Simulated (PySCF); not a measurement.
**NdF3(NH3): shape, vibrations and bonding**

Task: relax NdF3(NH3), compute its harmonic modes and analyse its electrons. It is a constructed species; whether it can be made isn't addressed.

The runs use PySCF 2.14.0; PBE0, Nd lcecp-1-SVP with ECP49, F def2-SVP, N def2-SVP, H def2-SVP; scalar-relativistic core potentials, no spin–orbit coupling.

1 further run of the same task is left out (for a known fault of the program).

### Step 1. The starting structure

8 atoms, charge 0, spin multiplicity 1.

Bond lengths: Nd1–F2 2.152 Å, Nd1–F3 2.152 Å, Nd1–F4 2.152 Å, Nd1–N5 2.582 Å, N5–H6 1.020 Å, N5–H7 1.020 Å, N5–H8 1.020 Å. Angles: F2–Nd1–F3 109.5°, F2–Nd1–F4 109.5°, F2–Nd1–N5 109.5°, F3–Nd1–F4 109.5°, F3–Nd1–N5 109.5°, F4–Nd1–N5 109.5°, Nd1–N5–H6 113.0°, Nd1–N5–H7 113.0°, Nd1–N5–H8 113.0°, H6–N5–H7 105.8°, H6–N5–H8 105.8°, H7–N5–H8 105.8°.

Coordinates:

| atom | x (Å) | y (Å) | z (Å) |
| --- | --- | --- | --- |
| Nd1 | 0.0000 | 0.0000 | 0.0000 |
| F2 | 1.2425 | 1.2425 | 1.2425 |
| F3 | -1.2425 | -1.2425 | 1.2425 |
| F4 | 1.2425 | -1.2425 | -1.2425 |
| N5 | -1.4910 | 1.4910 | -1.4910 |
| H6 | -2.1042 | 2.1042 | -0.9539 |
| H7 | -0.9539 | 2.1042 | -2.1042 |
| H8 | -2.1042 | 0.9539 | -2.1042 |

Formal oxidation states: Nd +3. Each metal's 3 4f electrons lie in its core potential, so multiplicities, spins and levels count the valence alone.

### Step 2. SCF at the start, singlet

The input, run.py (the lines that set the calculation):

```python
mol = gto.M(atom='''
Nd     0.00000     0.00000     0.00000
F      1.24250     1.24250     1.24250
F     -1.24250    -1.24250     1.24250
F      1.24250    -1.24250    -1.24250
N     -1.49100     1.49100    -1.49100
H     -2.10420     2.10420    -0.95390
H     -0.95390     2.10420    -2.10420
H     -2.10420     0.95390    -2.10420''',
    basis={'Nd': 'lcecp-1-SVP', 'F': 'def2-SVP', 'N': 'def2-SVP', 'H': 'def2-SVP'},
    ecp={'Nd': 'lcecp-1-SVP'},
    charge=0, spin=0)
mf = dft.RKS(mol, xc='PBE0')
mf.grids.atom_grid = (50, 194)  # f atoms: unpruned, at least (60, 302)
mf = mf.density_fit()  # fitting sets: Nd AutoAux, F def2-universal-JKFIT, N def2-universal-JKFIT, H def2-universal-JKFIT
mf.conv_tol = 1e-08; mf.max_cycle = 55
mf.kernel(dm0)  # dm0: free metal ions and neutral atoms
```

Run with:

```
$ OMP_NUM_THREADS=2 python run.py
```

The log of the run:

```text
init E= -394.383474746473
  HOMO = -0.310619514371108  LUMO = -0.0419432591406106  gap/eV = 7.31105
cycle= 1 E= -389.615948083359  delta_E= 4.77  |g|= 0.364  |ddm|= 2.53
  HOMO = -0.291119633687295  LUMO = -0.0726456531617146  gap/eV = 5.94498
cycle= 2 E= -389.602798563586  delta_E= 0.0131  |g|= 0.531  |ddm|= 0.863
  HOMO = -0.334801360255097  LUMO = -0.0497036689848471  gap/eV = 7.75790
cycle= 3 E= -389.657568865905  delta_E= -0.0548  |g|= 0.0842  |ddm|= 0.415
  HOMO = -0.329433076280247  LUMO = -0.0430192613966618  gap/eV = 7.79372
cycle= 4 E= -389.658307912878  delta_E= -0.000739  |g|= 0.0535  |ddm|= 0.0894
  HOMO = -0.334496393367766  LUMO = -0.0427388746385269  gap/eV = 7.93913
cycle= 5 E= -389.658838288654  delta_E= -0.00053  |g|= 0.00424  |ddm|= 0.0393
  HOMO = -0.334782111192878  LUMO = -0.0426474358934783  gap/eV = 7.94939
cycle= 6 E= -389.658841962085  delta_E= -3.67e-06  |g|= 0.000366  |ddm|= 0.00358
  HOMO = -0.334824628825788  LUMO = -0.0426629882466649  gap/eV = 7.95012
cycle= 7 E= -389.658841991917  delta_E= -2.98e-08  |g|= 0.00011  |ddm|= 0.000464
  HOMO = -0.334819294983947  LUMO = -0.0426670794715491  gap/eV = 7.94987
cycle= 8 E= -389.658841995093  delta_E= -3.18e-09  |g|= 8.96e-06  |ddm|= 0.000142
  HOMO = -0.334819141489356  LUMO = -0.0426656727397301  gap/eV = 7.94990
Extra cycle  E= -389.65884199511  delta_E= -1.73e-11  |g|= 7.61e-06  |ddm|= 1.87e-05
converged SCF energy = -389.65884199511
```

It took 3.2 s on 2 threads of Arm Neoverse V1, shared host; peak memory 0.6 GiB.

It gives: E = -389.658842 Eh, HOMO -9.11 eV, LUMO -1.16 eV, Mulliken charge on Nd1 +1.22 e. 

### Step 3. Relaxation, singlet

Steps are kept in the start's point group, C3v.

The input, run.py (the lines that set the calculation):

```python
mol = gto.M(atom='''
Nd     0.01147    -0.01147     0.01147
F      1.25397     1.23103     1.25397
F     -1.23103    -1.25397     1.25397
F      1.25397    -1.25397    -1.23103
N     -1.47953     1.47953    -1.47953
H     -2.09273     2.09273    -0.94243
H     -0.94243     2.09273    -2.09273
H     -2.09273     0.94243    -2.09273''',
    basis={'Nd': 'lcecp-1-SVP', 'F': 'def2-SVP', 'N': 'def2-SVP', 'H': 'def2-SVP'},
    ecp={'Nd': 'lcecp-1-SVP'},
    charge=0, spin=0)
mf = dft.RKS(mol, xc='PBE0')
mf.grids.atom_grid = (50, 194)  # f atoms: unpruned, at least (60, 302)
mf = mf.density_fit()  # fitting sets: Nd AutoAux, F def2-universal-JKFIT, N def2-universal-JKFIT, H def2-universal-JKFIT
mf.conv_tol = 1e-08; mf.max_cycle = 55
mf.kernel(dm0)  # dm0: an SCF of this state at this start
# quasi-Newton relaxation in Cartesian coordinates to a largest gradient under 0.00045 Eh/bohr, steps kept in the point group
```

Run with:

```
$ OMP_NUM_THREADS=2 python run.py
```

The driver keeps no SCF log for this step, only its results.

It took 54 s on 2 threads of Arm Neoverse V1, shared host.

Along the way:

| step | energy from step 1 (eV) | largest force component (eV/Å) |
| --- | --- | --- |
| 1 | 0.0000 | 1.3185 |
| 2 | -0.1770 | 0.6748 |
| 3 | -0.2236 | 0.2214 |
| 4 | -0.2453 | 0.2057 |
| 5 | -0.2699 | 0.0658 |
| 6 | -0.2713 | 0.0469 |
| 7 | -0.2728 | 0.0489 |
| 8 | -0.2742 | 0.0435 |
| 9 | -0.2751 | 0.0241 |
| 10 | -0.2752 | 0.0156 |
| 11 | -0.2752 | 0.0072 |

Close pairs (by a distance rule), those that changed most:

| bond | before (Å) | after (Å) | change (Å) |
| --- | --- | --- | --- |
| Nd1–F2 | 2.152 | 2.089 | -0.063 |
| Nd1–F3 | 2.152 | 2.089 | -0.063 |
| Nd1–F4 | 2.152 | 2.089 | -0.063 |
| Nd1–N5 | 2.582 | 2.607 | +0.025 |
| N5–H7 | 1.020 | 1.022 | +0.002 |
| N5–H8 | 1.020 | 1.022 | +0.002 |
| N5–H6 | 1.020 | 1.022 | +0.002 |

It ends in C3v at E = -389.668956 Eh.

| atom | x (Å) | y (Å) | z (Å) |
| --- | --- | --- | --- |
| Nd1 | 0.1074 | -0.1074 | 0.1074 |
| F2 | 1.1246 | 1.4069 | 1.1246 |
| F3 | -1.4069 | -1.1246 | 1.1246 |
| F4 | 1.1246 | -1.1246 | -1.4069 |
| N5 | -1.3980 | 1.3980 | -1.3980 |
| H6 | -2.0090 | 2.0090 | -0.8526 |
| H7 | -0.8526 | 2.0090 | -2.0090 |
| H8 | -2.0090 | 0.8526 | -2.0090 |

### Step 4. The relaxed geometry turned into its symmetry frame

The input, run.py (the lines that set the calculation):

```python
mol = gto.M(atom='''
Nd     0.07609    -0.07609     0.07609
F      1.09335     1.43821     1.09335
F     -1.43821    -1.09335     1.09335
F      1.09335    -1.09335    -1.43821
N     -1.42929     1.42929    -1.42929
H     -2.04031     2.04031    -0.88389
H     -0.88389     2.04031    -2.04031
H     -2.04031     0.88389    -2.04031''',
    basis={'Nd': 'lcecp-1-SVP', 'F': 'def2-SVP', 'N': 'def2-SVP', 'H': 'def2-SVP'},
    ecp={'Nd': 'lcecp-1-SVP'},
    charge=0, spin=0)
mf = dft.RKS(mol, xc='PBE0')
mf.grids.atom_grid = (50, 194)  # f atoms: unpruned, at least (60, 302)
mf = mf.density_fit()  # fitting sets: Nd AutoAux, F def2-universal-JKFIT, N def2-universal-JKFIT, H def2-universal-JKFIT
mf.conv_tol = 1e-08; mf.max_cycle = 55
mf.kernel(dm0)  # dm0: free metal ions and neutral atoms
```

Run with:

```
$ OMP_NUM_THREADS=2 python run.py
```

The log of the run:

```text
init E= -394.44277715228
  HOMO = -0.299160648795723  LUMO = -0.0508432782713264  gap/eV = 6.75706
cycle= 1 E= -389.629865423834  delta_E= 4.81  |g|= 0.357  |ddm|= 2.59
  HOMO = -0.299925883815121  LUMO = -0.0517974716007821  gap/eV = 6.75192
cycle= 2 E= -389.623938997277  delta_E= 0.00593  |g|= 0.479  |ddm|= 0.766
  HOMO = -0.337171811731865  LUMO = -0.0328451533078145  gap/eV = 8.28115
cycle= 3 E= -389.668119552351  delta_E= -0.0442  |g|= 0.0683  |ddm|= 0.354
  HOMO = -0.333396195284332  LUMO = -0.0293390393276098  gap/eV = 8.27382
cycle= 4 E= -389.668559702338  delta_E= -0.00044  |g|= 0.0467  |ddm|= 0.0737
  HOMO = -0.337932570522707  LUMO = -0.0293668502987501  gap/eV = 8.39650
cycle= 5 E= -389.668952351136  delta_E= -0.000393  |g|= 0.0042  |ddm|= 0.0334
  HOMO = -0.338075997495323  LUMO = -0.0292523398943452  gap/eV = 8.40352
cycle= 6 E= -389.668955952418  delta_E= -3.6e-06  |g|= 0.000398  |ddm|= 0.0034
  HOMO = -0.338127478212788  LUMO = -0.0292871480438066  gap/eV = 8.40397
cycle= 7 E= -389.668955988801  delta_E= -3.64e-08  |g|= 0.000104  |ddm|= 0.000533
  HOMO = -0.338125877018235  LUMO = -0.0292835977282024  gap/eV = 8.40403
cycle= 8 E= -389.668955991876  delta_E= -3.08e-09  |g|= 1.19e-05  |ddm|= 0.000145
  HOMO = -0.338125778161337  LUMO = -0.0292829245797108  gap/eV = 8.40404
Extra cycle  E= -389.668955991905  delta_E= -2.91e-11  |g|= 8.67e-06  |ddm|= 2.42e-05
converged SCF energy = -389.668955991905
```

Wall time 1.7 s (2 threads of Arm Neoverse V1, shared host).

It gives: E = -389.668956 Eh, HOMO -9.20 eV, LUMO -0.80 eV, Mulliken charge on Nd1 +1.18 e. 

### Step 5. Harmonic vibrations

Edit run.py (the lines that set the calculation) of step 4 so:

```diff
@@ -15,3 +15,4 @@
 mf = mf.density_fit()  # fitting sets: Nd AutoAux, F def2-universal-JKFIT, N def2-universal-JKFIT, H def2-universal-JKFIT
-mf.conv_tol = 1e-08; mf.max_cycle = 55
-mf.kernel(dm0)  # dm0: free metal ions and neutral atoms
+mf.conv_tol = 1e-10; mf.max_cycle = 55
+mf.kernel(dm0)  # dm0: the density of the relaxed state
+# Hessian and dipole derivatives by central differences of gradients, 0.02 bohr
```

Run with:

```
$ OMP_NUM_THREADS=2 python run.py
```

The driver keeps no SCF log for this step, only its results.

Run time: 66 s. Hardware: 2 threads of Arm Neoverse V1, shared host.

Point group C3v; negative numbers are unstable modes, and those under 60 cm⁻¹ are near the numerical noise:

| cm⁻¹ | km/mol | symmetry |
| --- | --- | --- |
| 42 | 64.4 | a1 |
| 50 | 1.4 | e |
| 50 | 1.4 | e |
| 113 | 0.0 | a2 |
| 119 | 15.0 | e |
| 119 | 15.0 | e |
| 286 | 10.8 | a1 |
| 490 | 9.8 | e |
| 490 | 9.8 | e |
| 552 | 11.1 | a1 |
| 554 | 214.8 | e |
| 554 | 214.8 | e |
| 1195 | 144.5 | a1 |
| 1635 | 23.9 | e |
| 1635 | 23.9 | e |
| 3493 | 25.7 | a1 |
| 3615 | 48.0 | e |
| 3615 | 48.0 | e |

### Step 6. Charges, bond orders and levels

The input, run.py (the lines that set the calculation):

```python
mol = gto.M(atom='''
Nd     0.10736    -0.10736     0.10736
F      1.12462     1.40694     1.12462
F     -1.40694    -1.12462     1.12462
F      1.12462    -1.12462    -1.40694
N     -1.39803     1.39803    -1.39803
H     -2.00904     2.00904    -0.85262
H     -0.85262     2.00904    -2.00904
H     -2.00904     0.85262    -2.00904''',
    basis={'Nd': 'lcecp-1-SVP', 'F': 'def2-SVP', 'N': 'def2-SVP', 'H': 'def2-SVP'},
    ecp={'Nd': 'lcecp-1-SVP'},
    charge=0, spin=0)
mf = dft.RKS(mol, xc='PBE0')
mf.grids.atom_grid = (75, 302)  # f atoms: unpruned, at least (60, 302)
mf = mf.density_fit()  # fitting sets: Nd AutoAux, F def2-universal-JKFIT, N def2-universal-JKFIT, H def2-universal-JKFIT
mf.conv_tol = 1e-09; mf.max_cycle = 55
mf.kernel(dm0)  # dm0: the density of the relaxed state
```

Run with:

```
$ OMP_NUM_THREADS=2 python run.py
```

The log of the run:

```text
init E= -389.668938757384
  HOMO = -0.338120376837616  LUMO = -0.0292916228997804  gap/eV = 8.40366
cycle= 1 E= -389.668938758966  delta_E= -1.58e-09  |g|= 7.78e-05  |ddm|= 0.000185
  HOMO = -0.3381332193477  LUMO = -0.0292882224066489  gap/eV = 8.40410
cycle= 2 E= -389.668938757464  delta_E= 1.5e-09  |g|= 0.00012  |ddm|= 0.000133
  HOMO = -0.338124392563033  LUMO = -0.0292902809150384  gap/eV = 8.40380
cycle= 3 E= -389.668938760115  delta_E= -2.65e-09  |g|= 9.56e-06  |ddm|= 8.19e-05
  HOMO = -0.33812508669713  LUMO = -0.0292903966705396  gap/eV = 8.40382
cycle= 4 E= -389.668938760132  delta_E= -1.71e-11  |g|= 1.32e-06  |ddm|= 7.71e-06
  HOMO = -0.338124929531619  LUMO = -0.0292903324562452  gap/eV = 8.40382
Extra cycle  E= -389.668938760135  delta_E= -2.73e-12  |g|= 1.74e-06  |ddm|= 2.27e-06
converged SCF energy = -389.668938760135
```

Run time: 16 s. Hardware: 2 threads of Arm Neoverse V1, shared host.

It gives: E = -389.668939 Eh, HOMO -9.20 eV, LUMO -0.80 eV, Mulliken charge on Nd1 +1.18 e, largest force component 0.005 eV/Å. 

Löwdin charges:

| atom | value (e) |
| --- | --- |
| Nd1 | 0.72 |
| F2 | -0.34 |
| F3 | -0.34 |
| F4 | -0.34 |
| N5 | -0.02 |
| H6 | 0.11 |
| H7 | 0.11 |
| H8 | 0.11 |

Mulliken charges: Nd1 +1.18, F2 -0.46, F3 -0.46, F4 -0.46, N5 -0.31, H6 +0.17, H7 +0.17, H8 +0.17 e.

Contacts (the nearest donor of each ligand) and Mayer bond orders:

| contact | distance (Å) | bond order |
| --- | --- | --- |
| Nd1–F2 (F) | 2.089 | 0.96 |
| Nd1–F3 (F) | 2.089 | 0.96 |
| Nd1–F4 (F) | 2.089 | 0.96 |
| Nd1–N5 (NH3) | 2.607 | 0.34 |

Mulliken populations of Nd1 outside the core potential: s 2.13, p 6.30, d 1.28, f 0.11.

Orbitals, density, ELF and potential are computed afterwards from the orbital file.

Frontier orbitals at PBE0, with the share of their density that lies nearest to each atom:

| orbital | energy (eV) | lies on |
| --- | --- | --- |
| HOMO | -9.20 | F2, F3, F4 about 32 % each |
| LUMO | -0.80 | H6, H7, H8 about 16 % each; F2, F3, F4 about 11 % each; Nd1 11 % |

ELF in a plane through or near 4 of the atoms.

Values, 10 rows by 14 columns:
```
0.00 0.00 0.00 0.00 0.00 0.00 0.00 0.00 0.00 0.00 0.00 0.00 0.00 0.00
0.00 0.00 0.00 0.00 0.00 0.00 0.00 0.00 0.03 0.11 0.08 0.02 0.00 0.00
0.00 0.00 0.00 0.00 0.00 0.00 0.00 0.10 0.46 0.78 0.71 0.38 0.01 0.00
0.00 0.00 0.00 0.01 0.02 0.01 0.01 0.10 0.56 0.76 0.84 0.54 0.05 0.00
0.00 0.00 0.05 0.26 0.62 0.61 0.67 0.09 0.71 0.71 0.52 0.09 0.00 0.00
0.00 0.00 0.08 0.41 0.79 0.33 0.83 0.27 0.84 0.32 0.87 0.40 0.00 0.00
0.00 0.00 0.24 0.92 0.99 0.91 0.20 0.04 0.38 0.53 0.17 0.02 0.01 0.00
0.00 0.00 0.00 0.16 0.40 0.12 0.00 0.01 0.01 0.01 0.01 0.01 0.00 0.00
0.00 0.00 0.00 0.00 0.00 0.00 0.00 0.00 0.00 0.00 0.00 0.00 0.00 0.00
0.00 0.00 0.00 0.00 0.00 0.00 0.00 0.00 0.00 0.00 0.00 0.00 0.00 0.00
```
The map spans 8.5 Å across and 9.3 Å up, centred on the molecule. Atoms in the plane (x, y in Å): Nd1 (1.3, 0.0), F3 (1.6, 2.1), N5 (-1.3, 0.0), H7 (-1.7, -0.9).

log10 of the density (e/Å³) in the same plane.

Ten even steps from '0' (-4.0) to '9' (1.3):
```
0000000000000000000000000000
0000000000000000000000000000
0000000000000012233333210000
0000000000001123455554431000
0000000000011234577776542100
0000001122222345689987653210
0000122333333345689987653210
0001344555555455677766543211
0012345677766556777776542211
0012456788877667776777643211
0012456788877667877877643211
0012456778776556787776542211
0001345677655445666655432211
0000234455443333444443322110
0000122333322222333332221100
0000000011111111222211111000
0000000000000111111111100000
0000000000000000000000000000
0000000000000000000000000000
0000000000000000000000000000
```
The map spans 8.5 Å across and 9.3 Å up, centred on the molecule. Atoms in the plane (x, y in Å): Nd1 (1.3, 0.0), F3 (1.6, 2.1), N5 (-1.3, 0.0), H7 (-1.7, -0.9).

On the surface of density 0.002 e/bohr³ the electrostatic potential runs, from the 1st to the 99th percentile, from -2.05 V near F2 to 3.84 V near Nd1.

### Step 7. Outcome

```
                                              quantity                            value
                                 state and point group      singlet in the valence, C3v
                                                 modes   42 to 3615 cm⁻¹, none unstable
strongest infrared band (modes within 1.5 cm⁻¹ summed)            554 cm⁻¹ (430 km/mol)
                                     zero-point energy                         1.153 eV
                               ideal gas, 298 K, 1 bar  S = 416.0, Cp = 115.6 J/(mol K)
                                 metal–ligand contacts                   2.09 to 2.61 Å
                                       frontier levels     HOMO -9.20 eV, LUMO -0.80 eV
                                                dipole                           6.09 D
                                   mean polarisability                           5.4 Å³
```

What this shows: All modes are real within the noise of the softest ones, so the structure is a minimum. The metal carries +0.72 e by Löwdin's partition against a formal +3, and bond orders to the nearest donors reach 0.96. Both measures hang on the basis. One start shape was tried, so another isomer may lie lower. These are double-zeta-type bases without diffuse functions. Spin–orbit coupling is left out.
